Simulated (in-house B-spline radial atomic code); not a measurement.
**Ag¹²⁺: density, ELF and screening along the radius**

How do the shells of Ag¹²⁺ show in real space, and how much do the settings move them?

Program: in-house B-spline radial atomic code version 1. Level of theory: several methods, spin-polarised, as named in each step; spherical all-electron atom at the radial basis limit. These are calculated values, not measurements, unless marked.

### Step 1. The system

- element: silver (Z = 47)
- charge: +12
- electrons: 35
- configuration: [Ar] 3d10 4s2 4p5
- nucleus: point (non-relativistic runs) or finite (X2C runs)

The outer shells:

[Ar] 3d10 4s2 4p5
```
[Ar] core
3d [↑↓][↑↓][↑↓][↑↓][↑↓]
4s [↑↓]
4p [↑↓][↑↓][↑ ]
```

Where spins are not typed, each open shell is filled with up spins first.

### Step 2. LDA (VWN5), non-rel.

Settings, as recorded:

```ini
Z = 47
electrons = 35.0
configuration = [Ar] 3d10 4s2 4p5
hamiltonian = nr
method = lda,vwn
spin_polarised = True
```

The run is started by

```
$ python run_scf.py task.json out
```

task.json lists these runs, among others, and the program works through them in turn.

Results of the run (chosen fields of its result record, rounded):

```text
{
  "status": "converged",
  "scf [iteration, energy, orbital gradient]": [
    [1, -5122.38111345, 1.7],
    [2, -5142.45858413, 0.906],
    [3, -5147.39545669, 0.248],
    [4, -5147.80545756, 0.0671],
    [5, -5147.83018726, 0.0315],
    [6, -5147.83752943, 0.000813],
    [7, -5147.83753526, 1.68e-05],
    [8, -5147.83753527, 4.5e-07]
  ],
  "energy [hartree]": {"total": -5147.83753527, "kinetic": 5145.12868934, "nuclear": -11920.0389077, "coulomb": 1758.97514173, "xc": -131.902458606},
  "orbitals [hartree, bohr; first row names the columns]": [
    ["name", "occ", "eps", "<r>", "<r^2>", "<1/r>", "r_max", "density_at_nucleus", "spin_orbit_zeta"],
    ["1s up", 1.0, -910.10833, 0.032421, 0.0014061, 46.434, 0.021459, 32254.0, "-"],
    ["1s down", 1.0, -910.09631, 0.032421, 0.0014061, 46.434, 0.021459, 32254.0, "-"],
    ["2s up", 1.0, -139.66874, 0.14057, 0.023212, 10.565, 0.11921, 3328.2, "-"],
    ["2s down", 1.0, -139.66069, 0.14057, 0.023211, 10.565, 0.11921, 3328.2, "-"],
    ["2p up", 3.0, -130.73528, 0.12003, 0.017531, 10.573, 0.093387, "-", 3.9726],
    ["2p down", 3.0, -130.72421, 0.12003, 0.017531, 10.573, 0.093391, "-", 3.9723],
    ["3s up", 1.0, -33.14463, 0.3801, 0.16495, 3.7754, 0.34409, 627.3, "-"],
    ["3s down", 1.0, -33.13072, 0.38001, 0.16485, 3.7759, 0.3441, 627.42, "-"],
    ["3p up", 3.0, -29.544966, 0.37138, 0.15986, 3.6984, 0.33026, "-", 0.70385],
    ["3p down", 3.0, -29.529934, 0.37128, 0.15975, 3.6991, 0.33028, "-", 0.70404],
    ["3d up", 5.0, -22.894433, 0.34225, 0.13905, 3.5541, 0.27215, "-", 0.092581],
    ["3d down", 5.0, -22.879808, 0.34209, 0.1389, 3.5551, 0.27214, "-", 0.092633],
    ["4s up", 1.0, -11.731202, 0.85955, 0.82888, 1.6094, 0.81218, 146.89, "-"],
    ["4s down", 1.0, -11.671371, 0.85994, 0.82984, 1.6089, 0.81189, 146.83, "-"],
    ["4p up", 3.0, -10.471668, 0.88839, 0.89038, 1.5355, 0.83398, "-", 0.15613],
    ["4p down", 2.0, -10.412774, 0.88911, 0.89206, 1.5345, 0.83379, "-", 0.15596]
  ],
  "sum_r [bohr^k]": {"-1": 253.6178, "1": 13.63882, "2": 8.946767},
  "density_at_nucleus [bohr^-3]": 72712.71,
  "spin_density_at_nucleus [bohr^-3]": -0.41348,
  "mass_velocity [hartree]": -394.0148,
  "darwin [hartree]": 285.8635,
  "radius_at_0.001 [bohr]": 2.019,
  "radius_enclosing_fraction [bohr]": {"0.5": 0.3059, "0.9": 0.8816, "0.99": 1.396},
  "slater [hartree]": {
    "F0(4s up,4s up)": 1.0431,
    "F0(4s up,4s down)": 1.0429,
    "F0(4s up,4p up)": 1.0257,
    "G1(4s up,4p up)": 0.70383,
    "F0(4s up,4p down)": 1.0253,
    "F0(4s down,4s down)": 1.0427,
    "F0(4s down,4p up)": 1.0255,
    "F0(4s down,4p down)": 1.0251,
    "G1(4s down,4p down)": 0.7032,
    "F0(4p up,4p up)": 1.0095,
    "F2(4p up,4p up)": 0.53513,
    "F0(4p up,4p down)": 1.0091,
    "F2(4p up,4p down)": 0.53479,
    "F0(4p down,4p down)": 1.0087,
    "F2(4p down,4p down)": 0.53445
  }
}
```

Wall time 0.19 s (1 thread, shared host).

radius_at_0.001 is where the density falls to 0.001 electrons per bohr³.

Fields along the radius, from the same record (one point in 2):

```csv
r (bohr),4πr²n (1/bohr),ELF,screened charge r·V (e),reduced gradient s,4πr²(n↑−n↓)
0.00413,10.57,0.9992,45.96,0.4134,0.00002
0.00602,18.82,0.9987,45.50,0.4376,0.0002071
0.00880,31.02,0.9974,44.84,0.4750,0.001080
0.0128,45.29,0.9929,43.94,0.5314,0.004387
0.0188,56.67,0.9691,42.69,0.6165,0.01588
0.0274,57.83,0.8175,41.08,0.7088,0.04784
0.0400,51.73,0.4007,38.99,0.6562,0.1168
0.0584,55.58,0.3712,36.31,0.3468,0.2040
0.0853,72.09,0.7037,32.98,0.3161,0.1919
0.125,68.52,0.6788,29.12,0.5044,0.02169
0.182,50.46,0.3054,25.02,0.4161,0.1206
0.266,58.46,0.6332,20.66,0.2333,0.5006
0.388,46.93,0.7517,16.95,0.5474,0.1006
0.566,17.52,0.2183,14.51,0.7596,0.4588
0.827,12.24,0.6992,12.86,0.4913,1.566
1.21,4.389,0.8069,12.11,1.490,0.6450
1.76,0.2560,0.1282,12.00,6.133,0.03875
2.58,0.001128,0.0001471,12.00,53.42,0.0001710
```

### Step 3. PBE, non-rel.

Settings, as recorded:

```ini
Z = 47
electrons = 35.0
configuration = [Ar] 3d10 4s2 4p5
hamiltonian = nr
method = pbe,pbe
spin_polarised = True
```

Results of the run:

```text
{
  "status": "converged",
  "iterations": 9,
  "energy [hartree]": {"total": -5152.4767883, "kinetic": 5150.73755231, "nuclear": -11926.0610772, "coulomb": 1759.44675301, "xc": -136.600016408},
  "orbitals [hartree, bohr; first row names the columns]": [
    ["name", "occ", "eps", "<r>"],
    ["1s up", 1.0, -911.18522, 0.032392],
    ["1s down", 1.0, -911.17427, 0.032392],
    ["2s up", 1.0, -139.78517, 0.14044],
    ["2s down", 1.0, -139.77891, 0.14044],
    ["2p up", 3.0, -130.77286, 0.11998],
    ["2p down", 3.0, -130.76249, 0.11998],
    ["3s up", 1.0, -33.187738, 0.37943],
    ["3s down", 1.0, -33.17638, 0.37937],
    ["3p up", 3.0, -29.560502, 0.37095],
    ["3p down", 3.0, -29.547438, 0.37087],
    ["3d up", 5.0, -22.883934, 0.34211],
    ["3d down", 5.0, -22.8708, 0.34197],
    ["4s up", 1.0, -11.736975, 0.85974],
    ["4s down", 1.0, -11.667484, 0.86013],
    ["4p up", 3.0, -10.470199, 0.88903],
    ["4p down", 2.0, -10.401808, 0.88983]
  ],
  "sum_r [bohr^k]": {"-1": 253.746, "1": 13.63683, "2": 8.945938}
}
```

Run time: 0.08 s. Hardware: 1 thread, shared host.

Fields along the radius, from the same record (one point in 4):

```csv
r (bohr),4πr²n (1/bohr),ELF,screened charge r·V (e),reduced gradient s,4πr²(n↑−n↓)
0.00413,10.60,0.9992,45.96,0.4134,0.00002
0.00880,31.08,0.9974,44.84,0.4751,0.001082
0.0188,56.73,0.9691,42.68,0.6169,0.01577
0.0400,51.71,0.3998,38.99,0.6567,0.1159
0.0853,72.16,0.7044,32.97,0.3158,0.1908
0.182,50.38,0.3043,25.02,0.4163,0.1213
0.388,46.99,0.7522,16.95,0.5484,0.09810
0.828,12.25,0.7038,12.85,0.4886,1.576
1.76,0.2579,0.1289,12.00,6.083,0.03866
```

### Step 4. Hartree-Fock, non-rel.

Settings, as recorded:

```ini
Z = 47
electrons = 35.0
configuration = [Ar] 3d10 4s2 4p5
hamiltonian = nr
method = hf
spin_polarised = True
```

Results of the run:

```text
{
  "status": "converged",
  "iterations": 9,
  "energy [hartree]": {"total": -5151.2289682, "kinetic": 5151.22896484, "nuclear": -11926.4039604, "coulomb": 1758.83813689, "exact_exchange": -134.892109487},
  "orbitals [hartree, bohr; first row names the columns]": [
    ["name", "occ", "eps", "<r>"],
    ["1s up", 1.0, -923.65891, 0.032387],
    ["1s down", 1.0, -923.63574, 0.032386],
    ["2s up", 1.0, -144.70853, 0.1402],
    ["2s down", 1.0, -144.69391, 0.14019],
    ["2p up", 3.0, -135.02231, 0.12002],
    ["2p down", 3.0, -134.99612, 0.12003],
    ["3s up", 1.0, -35.438994, 0.37681],
    ["3s down", 1.0, -35.40721, 0.37675],
    ["3p up", 3.0, -31.474546, 0.36884],
    ["3p down", 3.0, -31.429258, 0.36951],
    ["3d up", 5.0, -24.207097, 0.34177],
    ["3d down", 5.0, -24.184354, 0.34162],
    ["4s up", 1.0, -12.461597, 0.86204],
    ["4s down", 1.0, -12.224489, 0.86388],
    ["4p up", 3.0, -10.909451, 0.89377],
    ["4p down", 2.0, -10.800636, 0.89495]
  ],
  "sum_r [bohr^k]": {"-1": 253.7533, "1": 13.648, "2": 8.973702}
}
```

Wall time 0.11 s (1 thread, shared host).

The record's radial tables, every 4th point:

```csv
r (bohr),4πr²n (1/bohr),ELF,screened charge r·V (e),reduced gradient s,4πr²(n↑−n↓)
0.00413,10.60,0.9992,45.96,0.4130,0.0001538
0.00882,31.17,0.9975,44.83,0.4750,0.001465
0.0188,56.76,0.9694,42.68,0.6169,0.01624
0.0401,51.64,0.3966,38.97,0.6561,0.1163
0.0856,72.32,0.7079,32.94,0.3165,0.1912
0.183,50.16,0.3004,24.96,0.4106,0.1247
0.390,46.69,0.7517,16.90,0.5551,0.08463
0.832,12.13,0.7149,12.85,0.4903,1.579
1.77,0.2478,0.1221,12.00,6.217,0.03567
```

### Step 5. SCAN, non-rel.

The settings differ from step 4 so:

```diff
@@ -4,3 +4,3 @@
 hamiltonian = nr
-method = hf
+method = scan,scan
 spin_polarised = True
```

Results of the run:

```text
{
  "status": "converged",
  "iterations": 8,
  "energy [hartree]": {"total": -5153.34585653, "kinetic": 5151.63471383, "nuclear": -11926.9725242, "coulomb": 1759.48696745, "xc": -137.495013607},
  "orbitals [hartree, bohr; first row names the columns]": [
    ["name", "occ", "eps", "<r>"],
    ["1s up", 1.0, -912.92961, 0.032396],
    ["1s down", 1.0, -912.91636, 0.032396],
    ["2s up", 1.0, -140.58258, 0.14035],
    ["2s down", 1.0, -140.57693, 0.14035],
    ["2p up", 3.0, -131.38275, 0.12],
    ["2p down", 3.0, -131.37077, 0.12],
    ["3s up", 1.0, -33.562511, 0.37843],
    ["3s down", 1.0, -33.552584, 0.37839],
    ["3p up", 3.0, -29.832387, 0.37044],
    ["3p down", 3.0, -29.818002, 0.3704],
    ["3d up", 5.0, -23.015658, 0.34216],
    ["3d down", 5.0, -22.998786, 0.34204],
    ["4s up", 1.0, -11.828871, 0.86079],
    ["4s down", 1.0, -11.738404, 0.86178],
    ["4p up", 3.0, -10.515006, 0.88952],
    ["4p down", 2.0, -10.426162, 0.89065]
  ],
  "sum_r [bohr^k]": {"-1": 253.7654, "1": 13.63825, "2": 8.947995}
}
```

Run time: 0.12 s. Hardware: 1 thread, shared host.

Meta-GGA runs start from a PBE run whose iterations are not counted.

Fields along the radius, from the same record (one point in 4):

```csv
r (bohr),4πr²n (1/bohr),ELF,screened charge r·V (e),reduced gradient s,4πr²(n↑−n↓)
0.00413,10.60,0.9992,45.96,0.4132,0.0001760
0.00880,31.09,0.9974,44.84,0.4749,0.001526
0.0188,56.75,0.9692,42.68,0.6168,0.01646
0.0400,51.70,0.3989,38.99,0.6568,0.1161
0.0854,72.23,0.7061,32.96,0.3159,0.1930
0.182,50.33,0.3040,25.02,0.4160,0.1223
0.388,47.04,0.7533,16.95,0.5495,0.09395
0.828,12.24,0.7063,12.86,0.4855,1.580
1.77,0.2375,0.1176,12.00,6.368,0.03498
```

### Step 6. AM05, non-rel.

Settings, as recorded:

```ini
Z = 47
electrons = 35.0
configuration = [Ar] 3d10 4s2 4p5
hamiltonian = nr
method = am05
spin_polarised = True
```

Results of the run:

```text
{
  "status": "converged",
  "iterations": 8,
  "energy [hartree]": {"total": -5148.10854221, "kinetic": 5145.60798222, "nuclear": -11920.5667605, "coulomb": 1759.0313405, "xc": -132.181104408},
  "orbitals [hartree, bohr; first row names the columns]": [
    ["name", "occ", "eps", "<r>"],
    ["1s up", 1.0, -910.17812, 0.032416],
    ["1s down", 1.0, -910.16652, 0.032416],
    ["2s up", 1.0, -139.6722, 0.14055],
    ["2s down", 1.0, -139.6645, 0.14055],
    ["2p up", 3.0, -130.70948, 0.12004],
    ["2p down", 3.0, -130.69826, 0.12004],
    ["3s up", 1.0, -33.145894, 0.3799],
    ["3s down", 1.0, -33.133659, 0.37981],
    ["3p up", 3.0, -29.537889, 0.37126],
    ["3p down", 3.0, -29.524167, 0.37115],
    ["3d up", 5.0, -22.884223, 0.34217],
    ["3d down", 5.0, -22.870435, 0.34201],
    ["4s up", 1.0, -11.730108, 0.85959],
    ["4s down", 1.0, -11.664675, 0.86009],
    ["4p up", 3.0, -10.46809, 0.88833],
    ["4p down", 2.0, -10.403797, 0.8892]
  ],
  "sum_r [bohr^k]": {"-1": 253.6291, "1": 13.63709, "2": 8.94241}
}
```

Wall time 0.07 s (1 thread, shared host).

The record's radial tables, every 4th point:

```csv
r (bohr),4πr²n (1/bohr),ELF,screened charge r·V (e),reduced gradient s,4πr²(n↑−n↓)
0.00413,10.58,0.9992,45.96,0.4133,0.00002
0.00880,31.03,0.9974,44.84,0.4750,0.001091
0.0188,56.68,0.9691,42.69,0.6166,0.01585
0.0400,51.72,0.4005,38.99,0.6565,0.1166
0.0853,72.09,0.7038,32.98,0.3159,0.1918
0.182,50.45,0.3052,25.02,0.4161,0.1208
0.388,46.96,0.7521,16.95,0.5475,0.09889
0.827,12.26,0.7003,12.86,0.4881,1.571
1.76,0.2537,0.1267,12.00,6.148,0.03801
```

### Step 7. The runs side by side

| run | total energy (hartree) | highest level (eV) | radius holding 50 / 90 / 99 % (bohr) | radius at n = 0.001 (bohr) | ELF minima on the full grid (bohr) |
| --- | --- | --- | --- | --- | --- |
| LDA (VWN5), non-rel. | -5147.8375 | -283.35 | 0.306 / 0.882 / 1.40 | 2.02 | 0.048, 0.18, 0.57 |
| PBE, non-rel. | -5152.4768 | -283.05 | 0.306 / 0.882 / 1.40 | 2.02 | 0.048, 0.18, 0.57 |
| Hartree-Fock, non-rel. | -5151.2290 | -293.90 | 0.306 / 0.884 / 1.40 | 2.02 | 0.049, 0.18, 0.57 |
| SCAN, non-rel. | -5153.3459 | -283.71 | 0.306 / 0.883 / 1.40 | 2.02 | 0.048, 0.18, 0.57 |
| AM05, non-rel. | -5148.1085 | -283.10 | 0.306 / 0.882 / 1.39 | 2.02 | 0.048, 0.18, 0.57 |

What this shows: In the first run ELF has 3 minima on the grid, which mark the borders between shells. On the record's full grid the screened charge (r times the electrostatic potential) falls from 46.9 near the nucleus to 12.00 at 3.1 bohr; far out it tends to the net charge, 12. The grid is coarse (about 21 % a step), so the places of minima are rough.

Members of this set that are not shown: 4 used exact exchange with fractional occupations of an open shell, which is unsound here.
